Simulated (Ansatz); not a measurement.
# CH7FNPSi2: the cost of one run

All numbers below are computed with Ansatz 0.2.0 (RKS PBE-D4/6-31G*).

### Step 1. The system as given

Bond lengths: C1–Si2 1.748 Å, Si2–F3 1.580 Å, Si2–Si4 2.264 Å, Si2–P5 2.260 Å, Si4–P5 2.251 Å, P5–N6 1.721 Å, C1–H7 1.133 Å, C1–H8 1.136 Å, C1–H9 1.069 Å, Si4–H10 1.469 Å, Si4–H11 1.431 Å, N6–H12 1.032 Å, N6–H13 1.009 Å. Angles (14 of 24 angles, heavy atoms first): C1–Si2–F3 114.2°, C1–Si2–Si4 122.8°, C1–Si2–P5 111.6°, F3–Si2–Si4 122.2°, F3–Si2–P5 108.3°, Si4–Si2–P5 59.7°, Si2–Si4–P5 60.1°, Si2–P5–Si4 60.3°, Si2–P5–N6 102.2°, Si4–P5–N6 100.8°, Si2–C1–H7 111.9°, Si2–C1–H8 113.2°, Si2–C1–H9 115.4°, Si2–Si4–H10 114.7°.

As a file:

```xyz
13

C    -2.1328   -0.3259   -0.5489
Si   -0.5499   -0.6144    0.1341
F    -0.5719   -1.0727    1.6455
Si    1.3341   -0.6817   -1.1203
P     0.7734    1.2098   -0.0362
N     1.7565    1.0790    1.3707
H    -2.7180    0.4382    0.0495
H    -2.0959    0.1457   -1.5820
H    -2.7829   -1.1747   -0.5740
H     1.1206   -0.4790   -2.5599
H     2.5211   -1.2906   -0.6023
H     1.2535    0.7455    2.2073
H     2.1127    1.9860    1.6312
```

### Step 2. End point A

Contents of input.yaml:

```yaml
crystal:
  periodic: [false, false, false]
  atoms:
    - { symbol: C, position_ang: [-2.1328, -0.3259, -0.5489] }
    - { symbol: Si, position_ang: [-0.5499, -0.6144, 0.1341] }
    - { symbol: F, position_ang: [-0.5719, -1.0727, 1.6455] }
    - { symbol: Si, position_ang: [1.3341, -0.6817, -1.1203] }
    - { symbol: P, position_ang: [0.7734, 1.2098, -0.0362] }
    - { symbol: "N", position_ang: [1.7565, 1.079, 1.3707] }
    - { symbol: H, position_ang: [-2.718, 0.4382, 0.0495] }
    - { symbol: H, position_ang: [-2.0959, 0.1457, -1.582] }
    - { symbol: H, position_ang: [-2.7829, -1.1747, -0.574] }
    - { symbol: H, position_ang: [1.1206, -0.479, -2.5599] }
    - { symbol: H, position_ang: [2.5211, -1.2906, -0.6023] }
    - { symbol: H, position_ang: [1.2535, 0.7455, 2.2073] }
    - { symbol: H, position_ang: [2.1127, 1.986, 1.6312] }
basis:
  gaussian: { orbitals: "6-31G*" }
hamiltonian:
  xc: pbe
  dispersion: d4
relax:
  f_tol: 0.015
  max_steps: 40
```

On the command line:

```console
$ ansatz run input.yaml --threads 2 --pin off --max-ram 3072MiB --backend cpu --events-out ev --progress --plain --runs-dir out
```

**Question.** How long does this run take on 2 threads of Arm Neoverse V1, shared host, and how much memory does it need?

About 64 s, with a peak of 0.19 GiB.
